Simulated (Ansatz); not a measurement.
# SnSe: the cost of one run

Computed with Ansatz 0.2.0 (DFT LDA, scalar-relativistic, plane waves, PAW, unless a step's input says otherwise).

## 1. The system as given

The structure is cubic, space group Fm-3m (No. 225). The conventional cell has a = 6.020 Å, b = 6.020 Å, c = 6.020 Å, α = 90.00°, β = 90.00°, γ = 90.00°. Sn (site symmetry m-3m) is surrounded by 6 Se at 3.01 Å. Se (site symmetry m-3m) is surrounded by 6 Sn at 3.01 Å.

Coordinates:

```
Sn Se
1.0
     0.00000    3.01000    3.01000
     3.01000    0.00000    3.01000
     3.01000    3.01000    0.00000
Sn Se
1 1
Direct
  0.00000 0.00000 0.00000
  0.50000 0.50000 0.50000
```

The structure comes from the Crystallography Open Database.

## 2. A first look at the start

Input file input.yaml:

```yaml
crystal:
  lattice:
    - [0.0, 3.01, 3.01]
    - [3.01, 0.0, 3.01]
    - [3.01, 3.01, 0.0]
  atoms:
    - { symbol: Sn, position: [0.0, 0.0, 0.0] }
    - { symbol: Se, position: [0.5, 0.5, 0.5] }
basis:
  ecutwfc: 420
kpoints:
  mp_grid: { grid: [6, 6, 6] }
hamiltonian:
  xc: lda
scf:
  occupations: { method: gaussian, width: 0.1 }
output:
  forces: true
  stress: true
  eigenvalues: true
```

Q: Estimate wall time and peak memory on 1 thread of an Arm CPU, shared host.

About 1.1 s, with a peak of 0.29 GiB.
